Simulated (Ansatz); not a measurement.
The system is Ni2SbTe.

```
Te Sb Ni
1.0
     3.96562    0.00000    0.00000
    -1.98281    3.43433    0.00000
     0.00000    0.00000    5.20348
Te Sb Ni
1 1 2
Direct
  0.33333 0.66667 0.00000
  0.66667 0.33333 0.50000
  0.00000 0.00000 0.25318
  0.00000 0.00000 0.74682
```

The cell comes from a database or a generator and needn't be the stable form of this composition.

Base run:

* Program: Ansatz 0.2.0
* Functional: PBE
* Potentials or basis: Ansatz PAW
* Cutoff: 420 eV (not typed: the program's choice for these potentials)
* k mesh: 7 × 7 × 5
* Occupations: fermi-dirac, width 0.05 eV
* Spin: collinear spin, ferromagnetic start
* Starting moments: [0.0, 0.0, 1.0, 1.0] μB
* Fixed moment: 2 μB

Its results: pressure 5.4 GPa; site moments Te +0.18; Sb +0.15; Ni +0.66 μB; largest force 0.065 eV/Å.

Q: The run is repeated on the same cell with these changes: fixed moment from 2 μB to 0.5 μB; moments at the start from [0.0, 0.0, 1.0, 1.0] to [0.0, 0.0, 0.25, 0.25]. What comes out?

A: Pressure 3.1 GPa; site moments Te +0.04; Sb +0.03; Ni +0.18 μB; largest force 0.021 eV/Å.

Caveats: the total moment is fixed, so each spin has its own Fermi level; the thresholds are loose for stress.
